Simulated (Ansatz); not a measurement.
# TaRu: the cost of one run

Computed with Ansatz 0.2.0 (DFT r2SCAN, scalar-relativistic, plane waves, PAW, unless a step's input says otherwise).

The COD cell was measured well above room temperature, so it is larger than a cold one.

## (1) The structure to begin with

Symmetry: Fm-3m, No. 225, cubic system. Conventional cell: a = 5.067 Å, b = 5.067 Å, c = 5.067 Å, α = 90.00°, β = 90.00°, γ = 90.00°. Ta (site symmetry m-3m) is surrounded by 6 Ru at 2.53 Å. Around Ru (site symmetry m-3m) lie 6 Ta at 2.53 Å.

Structure file:

```
CELL_PARAMETERS angstrom
0.00000 2.53360 2.53360
2.53360 0.00000 2.53360
2.53360 2.53360 0.00000
ATOMIC_POSITIONS crystal
Ta 0.00000 0.00000 0.00000
Ru 0.50000 0.50000 0.50000
```

This is candidate A: rock salt type (Fm-3m, No. 225).

(A quick probe on a coarse mesh, which set the mesh and smearing, is not shown.)

## (3) Rough relaxation on the coarse mesh (candidate A)

Input file input.yaml:

```yaml
crystal:
  lattice:
    - [0.0, 2.5336000167, 2.5336000167]
    - [2.5336000167, 0.0, 2.5336000167]
    - [2.5336000167, 2.5336000167, 0.0]
  atoms:
    - { symbol: Ta, position: [0.0, 0.0, 0.0] }
    - { symbol: Ru, position: [0.5, 0.5, 0.5] }
basis:
  ecutwfc: 500
kpoints:
  mp_grid: { grid: [6, 6, 6] }
hamiltonian:
  xc: r2scan
scf:
  occupations: { method: gaussian, width: 0.1 }
  lower_state_search: "off"
output:
  forces: true
  stress: true
  eigenvalues: true
relax:
  adjacent_minimum: "off"
  f_tol: 0.04
  max_steps: 70
  cell: { stress_tol: 0.4 }
```

On the command line:

```console
$ ansatz run input.yaml --threads 1 --pin off --max-ram 3072MiB --backend cpu --events-out ev --progress --plain --runs-dir out
```

Q: Estimate wall time and peak memory on 1 thread of Arm Neoverse V2, shared host.

About 12 s, with a peak of 0.38 GiB.
